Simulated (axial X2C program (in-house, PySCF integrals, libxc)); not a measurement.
# RuN⁻: from the state search to constants

Aim: find the lowest determinant of RuN⁻, scan the bond at several levels and fit the constants, once spin-free and once with spin–orbit coupling.

The runs use an in-house X2C program for linear molecules on PySCF integrals; all-electron X2C, Ru dyall-acv3z, N dyall-av3z.

All values are calculated.

## (1) Set-up

task.json

```json
{"zs": [44, 7], "q": -1, "bas": ["dyall-acv3z", "dyall-av3z"], "levels": ["PBE0", "HF", "PBE50"], "cc": true, "r0": 1.74, "thr": -2.0, "nmax": 90, "npts": 10, "nst": 2, "ntry": 6}
```

Keys: zs atomic numbers; q charge; bas basis sets; levels methods (HF also brings MP2); cc coupled cluster on or off; r0 starting distance in Å; thr threshold in hartree for freezing inner shells (an s shell follows its p shell); nmax most natural virtual spinors; npts points asked for on the curve; nst determinants followed; ntry starts of the search.

Command:

```
> python so2c.py task.json out
```

Spin-free means the one-electron spin-free X2C Hamiltonian; two-component (2c) means X2C with spin–orbit coupling and atomic mean-field two-electron Coulomb and Gaunt terms. Basis: Ru dyall-acv3z contracted to [13s13p9d5f3g], N dyall-av3z contracted to [7s7p3d2f]; Gaussian nuclei, density fitting. Masses: Ru 101.904 u, N 14.003 u.

Notation: σ, π±, δ± give the projection m of an orbital's angular momentum (0, ±1, ±2), α and β its spin, Λ and M_S the sums; ω is the projection of a spinor's total angular momentum and Ω the sum. Logs are in hartree.

The results follow Hamiltonian by Hamiltonian and level by level.

## (2) State search with PBE0

PBE0 moves the distance from 1.740 Å to 1.556 Å and compares determinants there.

Spin-free determinants:

| ΔE (eV) | state | open shells |
| --- | --- | --- |
| 0.00 | M_S = 0, Λ = 0 | closed shell |
| 0.60 | M_S = 1, Λ = 1 | beyond closed shells: σα, π+α |
| 0.91 | M_S = 0, Λ = 1 | beyond closed shells: σα, π+β |
| 0.98 | M_S = 1, Λ = 1 | beyond closed shells: π-α, δ+α, δ+β, δ-α |
| 1.08 | M_S = 2, Λ = 2 | beyond closed shells: σα, π+α, π-α, δ+α, δ+β, δ-α |
| 1.14 | M_S = 1, Λ = 0 | beyond closed shells: 2 × σα |
| 1.16 | M_S = 0, Λ = 3 | beyond closed shells: π+β, δ+α, δ+β, δ-α |

Two-component determinants:

```json
{"ΔE (eV)": "0.00", "state": "Ω = 0", "open shells": "closed shell"}
{"ΔE (eV)": "0.65", "state": "Ω = 2", "open shells": "excess of +ω over −ω: ω = 1/2, ω = 3/2"}
{"ΔE (eV)": "0.81", "state": "Ω = 2", "open shells": "excess of +ω over −ω: ω = -1/2, ω = 5/2"}
{"ΔE (eV)": "0.87", "state": "Ω = 1", "open shells": "excess of +ω over −ω: 2 × ω = 1/2"}
{"ΔE (eV)": "0.95", "state": "Ω = 1", "open shells": "excess of +ω over −ω: ω = -1/2, ω = 3/2"}
{"ΔE (eV)": "0.97", "state": "Ω = 4", "open shells": "excess of +ω over −ω: ω = 3/2, ω = 5/2"}
{"ΔE (eV)": "0.99", "state": "Ω = 3", "open shells": "excess of +ω over −ω: ω = 1/2, ω = 5/2"}
```

## (3) PBE0, spin-free

State followed: M_S = 0, Λ = 0 (closed shell). The scan is laid around 1.556 Å, a first estimate of the minimum, and this SCF restarts from the orbitals of the search.

The SCF at the reference distance of 1.556 Å:

```text
spin-free X2C-1e  PBE0
basis functions 216  fitting functions 1023  grid points 5073
iter        total energy     max residual
   1      -4584.842755753     4.03e-06
   2      -4584.842755754     5.98e-06
converged
one-electron -6538.52538324  Coulomb 1990.29837424  exact exchange -34.72524125  xc functional -106.63766551  nuclear repulsion 104.74716000
```

Along the bond, energies from the lowest point:

```
R (Å)  E (eV)  μ (D)  HOMO (eV)  LUMO (eV)  iterations
1.463  0.3387   2.28       0.36       1.87          15
1.509  0.0743   1.81       0.32       1.88          15
1.556  0.0000   1.35       0.28       1.89           2
1.611  0.0998   0.83       0.23       1.90          15
1.665  0.3499   0.31       0.20       1.91          15
1.735  0.8260  -0.36       0.15       1.91          16
```

Dipoles are positive if N is the positive end and refer to the centre of mass.

Outer orbitals at the reference distance:

```tsv
symmetry	occupied	ε (eV)	atomic character
σα	yes	-15.77	58% N s, 21% Ru d, 9% Ru p
σα	yes	-5.37	49% N p, 35% Ru d, 9% N s
π-α	yes	-5.09	49% N p, 45% Ru d, 2% Ru f
π+α	yes	-5.09	49% N p, 45% Ru d, 2% Ru f
δ-α	yes	-0.95	96% Ru d
δ+α	yes	-0.95	96% Ru d
σα	yes	0.28	58% Ru s, 17% N p, 9% Ru p
π-α	no	1.89	99% Ru p
π+α	no	1.89	99% Ru p
σα	no	1.91	98% Ru p
σα	no	2.22	96% Ru s
```

PBE0 fields in the half plane through the axis: z from -2.4 to 3.9 Å across, distance from the axis 0.15 to 2.25 Å upwards; Ru lies at z = 0 and N at z = 1.556 Å; the ELF is damped to zero where the density is low.

log10 density (e/bohr³). Ten even steps from '0' (-5.13 ) to '9' (1.72 ):
```
2233333333333222211000
2333334444333332221100
3333344444444333322110
3333444555444444332211
3334445555555554433221
3334456666656655543321
3344456777666666544322
3344567898767876554322
```

ELF. Ten even steps from ' ' (0.00 ) to '@' (0.92 ):
```
--==********++++==--::..                    
++********++++++==--::..                    
**##**++++========--::........              
####**==------------::::--------::..        
%%##++--....::--==--::--++********==::..    
%%**==..  ..::**##++::==%%%%%%@@%%##++::    
%%**--..  ::**##++##==++%%##%%@@@@%%**==..  
%%**--....++%%::**::##****##..@@@@@@##==..  
```

Re = 1.554 Å, ωe = 1235 cm⁻¹, Be = 0.5671 cm⁻¹, De = 5.06 eV, μ = 1.37 D.

## (4) HF, spin-free

Output at 1.556 Å:

```text
spin-free X2C-1e  HF
basis functions 216  fitting functions 1023  grid points 5073
iter        total energy     max residual
   1      -4582.380813989     2.54e-01
   2      -4582.408167423     1.60e-02
   3      -4582.401599806     3.18e-02
   4      -4582.413908764     2.81e-03
   5      -4582.414369933     1.52e-03
   6      -4582.414531501     9.30e-04
   7      -4582.414603497     4.93e-04
   8      -4582.414626613     2.32e-04
   9      -4582.414631266     2.23e-04
  10      -4582.414632237     8.18e-05
  11      -4582.414632588     2.54e-05
  12      -4582.414632616     2.44e-06
  13      -4582.414632617     5.28e-07
converged
one-electron -6535.87434451  Coulomb 1987.66707773  exact exchange -138.95452584  xc functional 0.00000000  nuclear repulsion 104.74716000
```

Re = 1.508 Å, ωe = 1365 cm⁻¹, Be = 0.602 cm⁻¹, De = -1.47 eV, μ = 2.66 D.

## (5) PBE50, spin-free

Output at 1.556 Å:

```text
spin-free X2C-1e  PBE50
basis functions 216  fitting functions 1023  grid points 5073
iter        total energy     max residual
   1      -4584.861449102     8.52e-02
   2      -4584.865217431     3.68e-03
   3      -4584.863345161     1.37e-02
   4      -4584.865571453     7.67e-04
   5      -4584.865587463     3.69e-04
   6      -4584.865593718     1.45e-04
   7      -4584.865594984     8.94e-05
   8      -4584.865595210     2.57e-05
   9      -4584.865595236     5.19e-06
  10      -4584.865595237     1.02e-06
converged
one-electron -6538.48399273  Coulomb 1990.28061964  exact exchange -69.47158215  xc functional -71.93780000  nuclear repulsion 104.74716000
```

Re = 1.529 Å, ωe = 1303 cm⁻¹, Be = 0.5853 cm⁻¹, De = 3.66 eV, μ = 1.57 D.

## (6) MP2 and beyond, spin-free

Correlated methods: 14 electrons correlated (frozen shells, counted by type: Ru 4 s, 3 p, 1 d; N 1 s), 306 virtual spinors in MP2, 88 natural virtuals in coupled cluster.

Output of the correlated part at 1.556 Å:

```text
correlated 14  virtual 306  natural virtual 88  E(MP2) -0.642298121  MP2 remainder -0.055838998
iter   CCSD correlation   residual
   1     -0.439746311   4.79e-01
   2     -0.503561102   3.01e-01
   3     -0.508144148   6.55e-02
   4     -0.510434213   3.38e-02
   5     -0.511436682   1.14e-02
   6     -0.511504372   4.30e-03
   7     -0.511328767   1.87e-03
   8     -0.511368327   6.12e-04
   9     -0.511380227   2.02e-04
  10     -0.511373471   8.15e-05
  11     -0.511376745   4.11e-05
  12     -0.511376511   1.48e-05
  13     -0.511376022   5.23e-06
  14     -0.511376136   2.51e-06
  15     -0.511376019   1.04e-06
  16     -0.511376049   5.11e-07
  17     -0.511376049   2.49e-07
(T) -0.038473827  T1 0.0614  D1 0.0997  max T2 0.125
```

T1 in the output is the amplitude norm over the root of the electron number; divide by √2 for the Lee–Taylor value.

MP2: No constants are quoted: too few points lie around the minimum for a second fit to confirm the first.

CCSD: Re = 1.563 Å, ωe = 1209 cm⁻¹, Be = 0.5608 cm⁻¹, De = 4.50 eV. T1 at Re = 0.043 (Lee–Taylor, the printed value over √2).

CCSD(T): Re = 1.586 Å, ωe = 1126 cm⁻¹, Be = 0.5446 cm⁻¹, De = 5.19 eV. T1 at Re = 0.044 (Lee–Taylor, the printed value over √2).

## (7) A higher determinant, spin-free

State: M_S = 1, Λ = 1 (beyond closed shells: σα, π+α).

Output at the reference distance:

```text
spin-free X2C-1e  PBE0
basis functions 216  fitting functions 1023  grid points 5073
iter        total energy     max residual
   1      -4584.820682430     9.53e-06
   2      -4584.820682423     2.19e-05
   3      -4584.820682433     1.03e-05
   4      -4584.820682433     4.78e-06
converged
one-electron -6539.29326410  Coulomb 1991.14767838  exact exchange -34.74437912  xc functional -106.67787760  nuclear repulsion 104.74716000
```

```
R (Å)  E above the lowest PBE0 point (eV)
1.463                               1.063
1.509                               0.745
1.556                               0.601
1.611                               0.604
1.665                               0.748
1.735                               1.083
```

Re = 1.581 Å, ωe = 1102 cm⁻¹, ωexe = 3.68 cm⁻¹, Be = 0.5475 cm⁻¹, μ = -0.54 D. Te = 0.58 eV.

## (8) The spin-free curves together

Energy (eV) of the followed determinant, spin-free, from each level's lowest point:

```
R (Å)   PBE0     HF    MP2   CCSD  CCSD(T)  PBE50
1.463  0.339  0.094  1.061  0.394    0.529  0.177
1.509  0.074  0.000  0.561  0.102    0.176  0.000
1.556  0.000  0.089  0.243  0.000    0.010  0.010
1.611  0.100  0.373  0.048  0.068    0.000  0.203
1.665  0.350  0.800  0.000  0.288    0.139  0.542
1.735  0.826  1.492  0.108  0.727    0.474  1.127
```

## (9) PBE0, 2c

State followed: Ω = 0 (closed shell). The scan is laid around 1.556 Å, a first estimate of the minimum, and this SCF restarts from the orbitals of the search.

Output at 1.556 Å:

```text
two-component X2C + atomic mean field  PBE0
basis functions 216  fitting functions 1023  grid points 5073
iter        total energy     max residual
   1      -4583.002015681     3.69e-06
   2      -4583.002015678     1.72e-05
   3      -4583.002015681     9.81e-07
   4      -4583.002015681     4.45e-07
converged
one-electron -6533.52620095  Coulomb 1989.30493149  exact exchange -34.70613115  xc functional -106.58073389  nuclear repulsion 104.74716000  atomic mean-field constant -2.24104118
```

Along the bond, energies from the lowest point:

```
R (Å)  E (eV)  μ (D)  HOMO (eV)  LUMO (eV)  iterations
1.463  0.3400   2.28       0.36       1.87          18
1.509  0.0752   1.80       0.32       1.88          17
1.556  0.0000   1.34       0.28       1.89           4
1.611  0.0976   0.80       0.23       1.90          18
1.665  0.3439   0.27       0.19       1.91          19
1.735  0.8117  -0.44       0.15       1.91          19
```

Dipoles are positive if N is the positive end and refer to the centre of mass.

Outer spinors at the reference distance:

```json
{"ω": "1/2", "occupied": "yes", "ε (eV)": "-15.76", "atomic character": "58% N s, 21% Ru d, 9% Ru p", "λ mixture": "100% σ"}
{"ω": "1/2", "occupied": "yes", "ε (eV)": "-5.38", "atomic character": "48% N p, 36% Ru d, 8% N s", "λ mixture": "93% σ, 7% π"}
{"ω": "1/2", "occupied": "yes", "ε (eV)": "-5.10", "atomic character": "49% N p, 44% Ru d, 2% Ru f", "λ mixture": "93% π, 7% σ"}
{"ω": "3/2", "occupied": "yes", "ε (eV)": "-5.06", "atomic character": "49% N p, 45% Ru d, 2% Ru f", "λ mixture": "100% π"}
{"ω": "3/2", "occupied": "yes", "ε (eV)": "-1.09", "atomic character": "96% Ru d", "λ mixture": "100% δ"}
{"ω": "5/2", "occupied": "yes", "ε (eV)": "-0.83", "atomic character": "96% Ru d", "λ mixture": "100% δ"}
{"ω": "1/2", "occupied": "yes", "ε (eV)": "0.28", "atomic character": "58% Ru s, 17% N p, 9% Ru p", "λ mixture": "100% σ"}
{"ω": "1/2", "occupied": "no", "ε (eV)": "1.89", "atomic character": "99% Ru p", "λ mixture": "100% π"}
{"ω": "3/2", "occupied": "no", "ε (eV)": "1.89", "atomic character": "99% Ru p", "λ mixture": "100% π"}
{"ω": "1/2", "occupied": "no", "ε (eV)": "1.91", "atomic character": "97% Ru p", "λ mixture": "100% σ"}
{"ω": "1/2", "occupied": "no", "ε (eV)": "2.24", "atomic character": "94% Ru s", "λ mixture": "100% σ"}
```

PBE0 fields in the half plane through the axis: z from -2.4 to 3.9 Å across, distance from the axis 0.15 to 2.25 Å upwards; Ru lies at z = 0 and N at z = 1.556 Å; the ELF is damped to zero where the density is low.

log10 density (e/bohr³). Ten even steps from '0' (-5.12 ) to '9' (1.72 ):
```
2233333333333222111000
2333334444333332221100
3333344444444333322110
3333444555444444332211
3334445555555554433221
3334456666656655543321
3344456777666666544322
3344567898767876554322
```

ELF. Ten even steps from ' ' (0.00 ) to '@' (0.92 ):
```
--==********++++==--::..                    
++********++++++==--::..                    
**##**++++========--::........              
####**==------------::::--------::..        
%%##++--....::--==--::--++********==::..    
%%**==..  ..::**##++::==%%%%%%%%%%##++::    
%%**--..  ::**##++##==++%%##%%@@@@%%**--..  
%%**--....++%%::**::##****##..@@@@@@##==..  
```

Re = 1.554 Å, ωe = 1230 cm⁻¹, Be = 0.5668 cm⁻¹, De = 4.95 eV, μ = 1.36 D.

## (10) HF, 2c

The SCF at the reference distance of 1.556 Å:

```text
two-component X2C + atomic mean field  HF
basis functions 216  fitting functions 1023  grid points 5073
iter        total energy     max residual
   1      -4580.539675249     2.54e-01
   2      -4580.567063091     1.59e-02
   3      -4580.560609487     3.15e-02
   4      -4580.572811855     2.82e-03
   5      -4580.573287856     1.62e-03
   6      -4580.573461332     9.40e-04
   7      -4580.573546860     5.12e-04
   8      -4580.573582423     3.10e-04
   9      -4580.573595996     2.72e-04
  10      -4580.573603387     2.32e-04
  11      -4580.573610606     1.68e-04
  12      -4580.573613964     1.16e-04
  13      -4580.573616247     5.56e-05
  14      -4580.573616876     1.16e-05
  15      -4580.573616904     9.66e-06
  16      -4580.573616916     7.40e-06
  17      -4580.573616928     3.07e-06
  18      -4580.573616930     1.04e-06
  19      -4580.573616930     6.53e-07
converged
one-electron -6530.87336627  Coulomb 1986.67204280  exact exchange -138.87841228  xc functional 0.00000000  nuclear repulsion 104.74716000  atomic mean-field constant -2.24104118
```

No constants are quoted: the solution changes its character somewhere along the scan, so the fit is set aside.

## (11) PBE50, 2c

Output at 1.556 Å:

```text
two-component X2C + atomic mean field  PBE50
basis functions 216  fitting functions 1023  grid points 5073
iter        total energy     max residual
   1      -4583.020551880     8.52e-02
   2      -4583.024324410     3.67e-03
   3      -4583.022475405     1.36e-02
   4      -4583.024678592     7.65e-04
   5      -4583.024695273     3.71e-04
   6      -4583.024701965     1.46e-04
   7      -4583.024703664     9.37e-05
   8      -4583.024704134     5.03e-05
   9      -4583.024704357     3.75e-05
  10      -4583.024704527     1.92e-05
  11      -4583.024704581     4.93e-06
  12      -4583.024704585     1.78e-06
  13      -4583.024704585     4.65e-07
converged
one-electron -6533.48610660  Coulomb 1989.28849074  exact exchange -69.43338916  xc functional -71.89981839  nuclear repulsion 104.74716000  atomic mean-field constant -2.24104118
```

Re = 1.530 Å, ωe = 1298 cm⁻¹, Be = 0.585 cm⁻¹, De = 3.55 eV, μ = 1.55 D.

## (12) Correlated methods, 2c

Correlated methods: 14 electrons correlated (frozen shells, counted by type: Ru 4 s, 3 p, 1 d; N 1 s), 304 virtual spinors in MP2, 90 natural virtuals in coupled cluster.

Output of the correlated part at 1.556 Å:

```text
correlated 14  virtual 304  natural virtual 90  E(MP2) -0.640759880  MP2 remainder -0.053357111
iter   CCSD correlation   residual
   1     -0.441792754   4.77e-01
   2     -0.505188337   2.99e-01
   3     -0.509830752   6.55e-02
   4     -0.512145450   3.40e-02
   5     -0.513155157   1.18e-02
   6     -0.513233354   4.99e-03
   7     -0.513048398   2.81e-03
   8     -0.513106818   1.75e-03
   9     -0.513121690   1.31e-03
  10     -0.513106297   9.26e-04
  11     -0.513142519   4.69e-04
  12     -0.513129287   2.49e-04
  13     -0.513130338   1.53e-04
  14     -0.513130288   1.02e-04
  15     -0.513129128   6.71e-05
  16     -0.513131933   3.69e-05
  17     -0.513131004   1.68e-05
  18     -0.513131195   7.45e-06
  19     -0.513131230   3.54e-06
  20     -0.513131120   2.16e-06
  21     -0.513131137   1.56e-06
(T) -0.038657512  T1 0.0629  D1 0.1011  max T2 0.123
```

MP2: No constants are quoted: the reference changes its character somewhere along the scan, so the fit is set aside.

CCSD: No constants are quoted: the reference changes its character somewhere along the scan, so the fit is set aside.

CCSD(T): No constants are quoted: the reference changes its character somewhere along the scan, so the fit is set aside.

## (13) A higher determinant, 2c

State: Ω = 2 (excess of +ω over −ω: ω = 1/2, ω = 3/2).

Output at the reference distance:

```text
two-component X2C + atomic mean field  PBE0
basis functions 216  fitting functions 1023  grid points 5073
iter        total energy     max residual
   1      -4582.978160079     5.43e-06
   2      -4582.978160081     6.12e-06
converged
one-electron -6534.10354415  Coulomb 1989.96053157  exact exchange -34.72386953  xc functional -106.61739680  nuclear repulsion 104.74716000  atomic mean-field constant -2.24104118
```

```
R (Å)  E above the lowest PBE0 point (eV)
1.463                               1.102
1.509                               0.789
1.556                               0.649
1.611                               0.656
1.665                               0.801
1.735                               1.135
```

Re = 1.580 Å, ωe = 1099 cm⁻¹, ωexe = 3.8 cm⁻¹, Be = 0.5482 cm⁻¹, μ = -0.51 D. Te = 0.63 eV.

## (14) The 2c curves together

Energy (eV) of the followed determinant, 2c, from each level's lowest point:

```
R (Å)   PBE0  HF (jumps)  MP2 (its reference jumps)  CCSD (its reference jumps)  CCSD(T) (its reference jumps)  PBE50
1.463  0.340       0.096                      0.953                       0.395                          0.524  0.178
1.509  0.075       0.000                      0.459                       0.103                          0.172  0.000
1.556  0.000       0.086                      0.151                       0.000                          0.007  0.008
1.611  0.098       0.360                      0.000                       0.066                          0.000  0.198
1.665  0.344       0.752                      0.427                       0.278                          0.180  0.532
1.735  0.812       1.155                      2.975                       0.693                          0.651  1.102
```

Time for the job: 6.6 min (1 thread of Arm Neoverse N1, shared host).

## (15) Results

Lowest determinant that the search found at its distance, spin-free: M_S = 0, Λ = 0 (closed shell).

Lowest determinant that the search found at its distance, 2c: Ω = 0 (closed shell).

| Hamiltonian | level | Re (Å) | ωe (cm⁻¹) | De (eV) | μ (D) |
| --- | --- | --- | --- | --- | --- |
| spin-free | PBE0 | 1.554 | 1235 | 5.06 | 1.37 |
| spin-free | HF | 1.508 | 1365 | -1.47 | 2.66 |
| spin-free | CCSD | 1.563 | 1209 | 4.50 | n/a |
| spin-free | CCSD(T) | 1.586 | 1126 | 5.19 | n/a |
| spin-free | PBE50 | 1.529 | 1303 | 3.66 | 1.57 |
| 2c | PBE0 | 1.554 | 1230 | 4.95 | 1.36 |
| 2c | PBE50 | 1.530 | 1298 | 3.55 | 1.55 |

Dipoles are positive if N is the positive end and refer to the centre of mass. No constants: spin-free MP2 (too few points lie around the minimum for a second fit to confirm the first); 2c HF (the solution changes its character somewhere along the scan, so the fit is set aside); 2c MP2 (the reference changes its character somewhere along the scan, so the fit is set aside); 2c CCSD (the reference changes its character somewhere along the scan, so the fit is set aside); 2c CCSD(T) (the reference changes its character somewhere along the scan, so the fit is set aside).

Time per point (s) on 1 thread of Arm Neoverse N1, shared host (2c runs); the times are rough: PBE0 1.2, PBE50 1.4.

At PBE0, going from spin-free to two-component changes Re by 0 mÅ, ωe by -0.4 %; the spin-free picture holds up (part of it comes from the scalar share of the two-electron terms). It costs about 1.6 times the time. De moves by -0.10 eV; both De rest on single-determinant atoms, which can miss part of an open shell's spin–orbit lowering. De is negative at HF: there the minimum lies above the ground-state fragments.

De refers to Ru- + N, each in the lowest determinant found, which need not be this curve's own limit. The state is a single determinant with fixed occupations, the lowest that a limited PBE0 search found. The closed shell is kept restricted; where the fragments are open shells, the energy then runs too high at long range. Dissociation energies refer to the lowest single-determinant-based atoms at the same level and basis. Coupled cluster ran in a truncated set of natural virtual spinors; the MP2 energy of the rest was added. T1 at Re is 0.044 (Lee–Taylor), above the customary mark of 0.02.
